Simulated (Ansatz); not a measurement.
**Li3Au: properties at the relaxed cell**

An exercise on one series of results from a longer session: the logs are not shown, and one member is left open.

Program: Ansatz 0.2.0. Level of theory: DFT PBEsol, scalar-relativistic, plane waves, PAW. These are calculated values, not measurements.

1 further run of the same task is left out (set aside as unsound or not needed).

## The starting structure

It takes space group Fm-3m (No. 225, cubic). The conventional cell has a = 6.218 Å, b = 6.218 Å, c = 6.218 Å, α = 90.00°, β = 90.00°, γ = 90.00°. Around Li (site symmetry -43m) lie 4 Li at 2.69 Å and 4 Au at 2.69 Å. Li (site symmetry m-3m) is surrounded by 8 Li at 2.69 Å. Around Au (site symmetry m-3m) lie 8 Li at 2.69 Å.

As a file:

```
Li Au
1.0
     0.00000    3.10919    3.10919
     3.10919    0.00000    3.10919
     3.10919    3.10919    0.00000
Li Au
3 1
Direct
  0.25000 0.25000 0.25000
  0.75000 0.75000 0.75000
  0.50000 0.50000 0.50000
  0.00000 0.00000 0.00000
```

It is the result of an earlier relaxation at this level (volume 15.03 Å³/atom; gap on the mesh: none (metal)).

The first run:

input.yaml reads:

```yaml
crystal:
  lattice:
    - [0.0, 3.1091867094, 3.1091867094]
    - [3.1091867094, 0.0, 3.1091867094]
    - [3.1091867094, 3.1091867094, 0.0]
  atoms:
    - { symbol: Li, position: [0.25, 0.25, 0.25] }
    - { symbol: Li, position: [0.75, 0.75, 0.75] }
    - { symbol: Li, position: [0.5, 0.5, 0.5] }
    - { symbol: Au, position: [0.0, 0.0, 0.0] }
basis:
  ecutwfc: 420
kpoints:
  mp_grid: { grid: [12, 12, 12] }
  band_path:
    path:
      - [[0.0, 0.0, 0.0], [0.5, 0.0, 0.5], [0.625, 0.25, 0.625]]
      - [[0.375, 0.375, 0.75], [0.0, 0.0, 0.0], [0.5, 0.5, 0.5], [0.5, 0.25, 0.75], [0.5, 0.0, 0.5]]
    npoints: 14
hamiltonian:
  xc: pbesol
scf:
  occupations: { method: gaussian, width: 0.1 }
  n_extra_bands: 10
output:
  forces: true
  stress: true
  eigenvalues: true
  populations: true
  dos: { projected: true, de: 0.02, nscf_kmesh: { grid: [18, 18, 18] } }
  bader: true
  write_density: true
  write_potential: true
  elf: true
  volumetric_format: npy
```

Started as:

```bash
$ ansatz run input.yaml --threads 1 --pin off --max-ram 2560MiB --backend cpu --events-out ev --progress --plain --runs-dir out
```

Steps of the session up to this table: Electronic structure at the relaxed geometry; The cell scaled to 0.97 of its volume; The cell scaled to 1.03 of its volume; The cell scaled to 0.94 of its volume; Volume × 1.06.

One table of the session follows, with a row left open; its other results are not shown here.

It belongs to the step «Fit of the equation of state». 

| volume (Å³/atom) | energy above the lowest point (meV/atom) | pressure (GPa) |
| --- | --- | --- |
| 14.127 | 6.7 | 2.58 |
| 14.577 | ? | ? |
| 15.028 | 0.0 | -0.01 |
| 15.479 | 1.6 | -1.03 |
| 15.930 | 5.8 | -1.91 |

Q: Estimate the row for volume (Å³/atom) = 14.577 from the others.

Worked estimate for «energy above the lowest point (meV/atom)». A straight line through the neighbours (14.127, 6.7) and (15.028, 0.0) gives 6.7 + (0.0 − 6.7) × (14.577 − 14.127) / (15.028 − 14.127) = 3.4; a parabola fitted to 3 rows on both sides gives 1.7.

As computed: energy above the lowest point (meV/atom): 1.6; pressure (GPa): 1.18. In «energy above the lowest point (meV/atom)» the line misses by +1.8 and the parabola by +0.1.
